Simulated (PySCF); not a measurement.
# Ga2H4I2 ((H2Ga-mu-I)2): the cost of one run

The runs use PySCF 2.14.0, with density-fitted response routines of our own; the level of theory stands in each step. All values are computed, except where a source is named. Atoms count from 0, in the outputs and in this text.

### Step 1. The molecule as given

8 atoms, charge 0, multiplicity 1; geometry from: GFN2-xTB. The atoms were then displaced at random by about 0.03 Å, so the start is not that level's minimum.

Bonds of the start (Å): Ga0–H1 1.48, Ga0–H2 1.68, Ga0–I3 2.79, Ga0–I7 2.69, I3–Ga4 2.73, Ga4–H5 1.55, Ga4–H6 1.57, Ga4–I7 2.64.

### Step 2. Relaxing the molecule at PBE0-D3(BJ)/def2-SVP

The job: settings as JSON, then the geometry in Å.

```
{"job": {"xc": "PBE0", "basis": "def2-SVP", "d3": "d3bj", "grid": 1, "maxiter": 40, "shake": 0.03, "kind": "geom"}, "charge": 0, "multiplicity": 1}
Ga    -1.220030    -0.141440     1.156110
H     -1.126120    -1.074210     2.300600
H     -2.553760     0.855770     0.902190
I      1.025890     1.517410     1.108740
Ga     1.274450     0.042240    -1.174690
H      1.143860     1.058860    -2.331460
H      2.500340    -0.891400    -0.879300
I     -0.906400    -1.452890    -1.165890
```

Started as:

```sh
> OMP_NUM_THREADS=1 python probes_run.py task.json out
```

One launch serves the whole session: the jobs run in the order shown.

Q: Estimate the wall time and peak memory of this first job on 1 thread of Intel Xeon at 2.50GHz, shared host.

About 4.1 min, with a peak of 0.62 GiB.
